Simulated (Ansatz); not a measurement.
# BF2H4NS: the cost of one run

Program: Ansatz 0.2.0. Level of theory: RKS revPBE-D4/cc-pVDZ. These are calculated values, not measurements.

**1. The system as given**

Bond lengths: B1–N2 1.803 Å, B1–F3 1.326 Å, B1–F4 1.320 Å, B1–S6 2.205 Å, N2–H7 1.009 Å, N2–H8 1.009 Å, S6–H9 1.329 Å. Angles: B1–N2–H7 113.5°, B1–N2–H8 114.8°, H7–N2–H8 112.4°, N2–B1–F3 110.6°, N2–B1–F4 111.4°, N2–B1–S6 86.9°, F3–B1–F4 118.5°, F3–B1–S6 111.3°, F4–B1–S6 113.7°, B1–S6–H9 93.0°.

Coordinates:

```xyz
9

B    -0.7410   -0.4617   -0.3127
N     0.5749    0.7335   -0.6136
F    -0.3700   -1.6735   -0.7029
F    -1.9113   -0.0018   -0.7147
H     0.6867    0.7722    0.7191
S    -0.3607   -0.1605    1.8387
H     0.2476    1.6007   -1.0122
H     1.3781    0.3656   -1.1014
H     0.4957   -1.1745    1.8997
```

**2. Pulling towards end A**

Springs on the bonds that form and break draw the guess towards this end; the thresholds are loose.

Input file input.yaml:

```yaml
crystal:
  periodic: [false, false, false]
  atoms:
    - { symbol: B, position_ang: [-0.741, -0.4617, -0.3127] }
    - { symbol: "N", position_ang: [0.5749, 0.7335, -0.6136] }
    - { symbol: F, position_ang: [-0.37, -1.6735, -0.7029] }
    - { symbol: F, position_ang: [-1.9113, -0.0018, -0.7147] }
    - { symbol: H, position_ang: [0.6867, 0.7722, 0.7191] }
    - { symbol: S, position_ang: [-0.3607, -0.1605, 1.8387] }
    - { symbol: H, position_ang: [0.2476, 1.6007, -1.0122] }
    - { symbol: H, position_ang: [1.3781, 0.3656, -1.1014] }
    - { symbol: H, position_ang: [0.4957, -1.1745, 1.8997] }
basis:
  gaussian: { orbitals: cc-pVDZ }
hamiltonian:
  xc: revpbe
  dispersion: d4
relax:
  f_tol: 0.15
  max_steps: 25
  restrain:
    - { distance: [0, 5], at: 3.19, k: 30.0 }
    - { distance: [4, 1], at: 2.32, k: 30.0 }
    - { distance: [0, 1], at: 1.55, k: 30.0 }
    - { distance: [4, 5], at: 1.36, k: 30.0 }
output:
  orbitals: {}
```

Command:

```
> ansatz run input.yaml --threads 2 --pin off --max-ram 3072MiB --backend cpu --events-out ev --progress --plain --runs-dir out
```

What time and memory should one allow on 2 threads of Intel Xeon Platinum 8488C (Sapphire Rapids), shared host?

About 14 s, with a peak of 0.18 GiB.
